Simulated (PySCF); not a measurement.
# C4H5B: the cost of one run

Computed with PySCF 2.14.0, with density-fitted response routines of our own, on a single molecule in the gas phase. Atoms count from 0, in the outputs and in this text.

### 1 The molecule as given

10 atoms, charge 0, multiplicity 1; geometry from: PBE0-D3(BJ)/def2-SVP.

Bonds of the start (Å): B0–C1 1.54, C1–C2 1.36, C2–C3 1.42, C3–C4 1.21, B0–H5 1.21, B0–H6 1.21, C1–H7 1.10, C2–H8 1.10, C4–H9 1.07.

### 2 NMR shieldings: HF/pcSseg-2

What the job is given:

```
{"job": {"kind": "nmr", "xc": "HF", "basis": "pcSseg-2", "pop": false}, "charge": 0, "multiplicity": 1}
B     -1.210361    -1.139029     0.088888
C     -1.259909     0.392952     0.255545
C     -0.178129     1.208567     0.141180
C      1.153876     0.806455    -0.139933
C      2.314649     0.534107    -0.371578
H     -0.159758    -1.688030    -0.141563
H     -2.219389    -1.798554     0.185304
H     -2.205768     0.899873     0.477164
H     -0.301032     2.292974     0.271104
H      3.335503     0.272503    -0.581954
```

With the program's defaults for keys left out, this is: GIAO HF/pcSseg-2 NMR shielding, non-relativistic, gas phase.

The run is started by

```console
$ OMP_NUM_THREADS=1 python probes_run.py task.json out
```

One launch serves the whole session: the jobs run in the order shown.

**Question.** How long does this first job take on 1 thread of Arm Neoverse V1, shared host, and how much memory does it need?

About 12 s, with a peak of 1 GiB.
